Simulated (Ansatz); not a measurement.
# RuH (sextet): wave-function methods side by side, def2-TZVPP

An exercise on one series of results from a longer session: the logs are not shown, and one member is left open.

Program: Ansatz 0.2.0, Gaussian basis. Level of theory: def2-TZVPP, core rule «outside noble gas», up to 4 orbitals frozen. These are calculated values, not measurements.

Plan: UHF; ROHF; CCSD(T) on UHF.

### What is computed

The geometry is a PBE0/def2-TZVP stationary point (not a proven minimum) of the parent state, kept for this charge and spin. No spin-orbit coupling is included. Elements past krypton take def2 core potentials.

2 atoms, charge 0, spin multiplicity 6.

Atoms are counted from 1 here; the program's logs count them from 0.

Bond lengths: Ru1–H2 1.589 Å.

Set-up of the first run:

Input file in.yaml:

```yaml
crystal:
  periodic: [false, false, false]
  atoms:
    - {symbol: Ru, position_ang: [0.000000, 0.000000, 0.000000]}
    - {symbol: H, position_ang: [0.000000, 0.000000, 1.589200]}
basis:
  gaussian: {orbitals: def2-TZVPP}
magnetization: {spin_polarized: true, initial_magnetization: 5}
hamiltonian: {xc: hf}
output: {orbitals: {seedname: orbitals}}
```

Command:

```
> ansatz run in.yaml --threads 1 --pin off --events-out ev --progress --plain --max-ram 2816MiB --backend cpu
```

Steps of the session up to this table: UHF; ROHF; CCSD(T) on UHF.

One table of the session follows, with a row left open; its other results are not shown here.

```
  method  from UCCSD(T) (meV)
    ROHF              +5659.1
     UHF              +5487.7
    UMP2                    ?
   UCCSD               +169.0
UCCSD(T)                    0
```

**Question.** Estimate the row for UMP2.

The run gave: from UCCSD(T) (meV): +494.4. In the column «from UCCSD(T) (meV)» it lies between UCCSD (+169.0) and UHF (+5487.7).
